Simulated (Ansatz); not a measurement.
# H6W: the cost of one run

Method: RKS BHLYP/def2-SVP, in Ansatz 0.2.0.

**1. The starting structure**

Bond lengths: W1–H2 1.720 Å, W1–H3 1.720 Å, W1–H4 1.720 Å, W1–H5 1.720 Å, W1–H6 1.720 Å, W1–H7 1.720 Å. Angles (14 of 15 angles, heavy atoms first): H2–W1–H3 90.0°, H2–W1–H4 90.0°, H2–W1–H5 90.0°, H2–W1–H6 90.0°, H2–W1–H7 180.0°, H3–W1–H4 90.0°, H3–W1–H5 180.0°, H3–W1–H6 90.0°, H3–W1–H7 90.0°, H4–W1–H5 90.0°, H4–W1–H6 180.0°, H4–W1–H7 90.0°, H5–W1–H6 90.0°, H5–W1–H7 90.0°.

As a file:

```xyz
7

W     0.0000    0.0000    0.0000
H     0.0000    0.0000    1.7200
H     1.7200    0.0000    0.0000
H     0.0000    1.7200    0.0000
H    -1.7200    0.0000    0.0000
H     0.0000   -1.7200    0.0000
H     0.0000    0.0000   -1.7200
```

**2. Relaxing the start**

input.yaml reads:

```yaml
crystal:
  periodic: [false, false, false]
  atoms:
    - { symbol: W, position_ang: [0.0, 0.0, 0.0] }
    - { symbol: H, position_ang: [0.0, 0.0, 1.72] }
    - { symbol: H, position_ang: [1.72, 0.0, 0.0] }
    - { symbol: H, position_ang: [0.0, 1.72, 0.0] }
    - { symbol: H, position_ang: [-1.72, 0.0, 0.0] }
    - { symbol: H, position_ang: [0.0, -1.72, 0.0] }
    - { symbol: H, position_ang: [0.0, 0.0, -1.72] }
basis:
  gaussian: { orbitals: def2-SVP }
hamiltonian:
  xc: { name: BHLYP }
relax:
  f_tol: 0.02
  max_steps: 40
output:
  orbitals: {}
```

Launch:

```
> ansatz run input.yaml --threads 1 --pin off --max-ram 2048MiB --backend cpu --events-out ev --progress --plain --runs-dir out
```

What time and memory should one allow on 1 thread of Arm Neoverse V1, shared host?

About 15 s, with a peak of 0.12 GiB.
